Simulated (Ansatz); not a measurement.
# BFGeH3N: the cost of one run

Program: Ansatz 0.2.0. Level of theory: RKS PBE0/def2-SVP. These are calculated values, not measurements.

1 further run of the same task is left out (it didn't finish).

### Step 1. The system as given

Bond lengths: F1–B2 1.463 Å, B2–N3 1.500 Å, B2–Ge4 2.128 Å, N3–Ge4 1.772 Å, N3–H5 1.080 Å, Ge4–H6 1.597 Å, Ge4–H7 1.512 Å. Angles: F1–B2–N3 148.9°, F1–B2–Ge4 153.2°, N3–B2–Ge4 55.3°, B2–N3–Ge4 80.7°, B2–N3–H5 106.0°, Ge4–N3–H5 104.9°, B2–Ge4–N3 44.1°, B2–Ge4–H6 115.6°, B2–Ge4–H7 117.6°, N3–Ge4–H6 108.5°, N3–Ge4–H7 114.7°, H6–Ge4–H7 126.2°.

Structure file:

```xyz
7

F    -1.0230   -2.4285    0.1423
B    -0.5291   -1.0575    0.2762
N     0.4401   -0.0970    0.8984
Ge   -0.1054    0.8900   -0.4690
H     1.4240   -0.4415    0.6167
H    -1.0364    2.0605    0.0906
H     0.8911    1.0059   -1.6009
```

### Step 2. End point A

input.yaml reads:

```yaml
crystal:
  periodic: [false, false, false]
  atoms:
    - { symbol: F, position_ang: [-1.023, -2.4285, 0.1423] }
    - { symbol: B, position_ang: [-0.5291, -1.0575, 0.2762] }
    - { symbol: "N", position_ang: [0.4401, -0.097, 0.8984] }
    - { symbol: Ge, position_ang: [-0.1054, 0.89, -0.469] }
    - { symbol: H, position_ang: [1.424, -0.4415, 0.6167] }
    - { symbol: H, position_ang: [-1.0364, 2.0605, 0.0906] }
    - { symbol: H, position_ang: [0.8911, 1.0059, -1.6009] }
basis:
  gaussian: { orbitals: def2-SVP }
hamiltonian:
  xc: pbe0
relax:
  f_tol: 0.02
  max_steps: 50
output:
  orbitals: {}
```

On the command line:

```sh
ansatz run input.yaml --threads 2 --pin off --max-ram 3072MiB --backend cpu --events-out ev --progress --plain --runs-dir out
```

What time and memory should one allow on 2 threads of AMD EPYC 9R45 (Zen 5), shared host?

About 11 s, with a peak of 0.2 GiB.
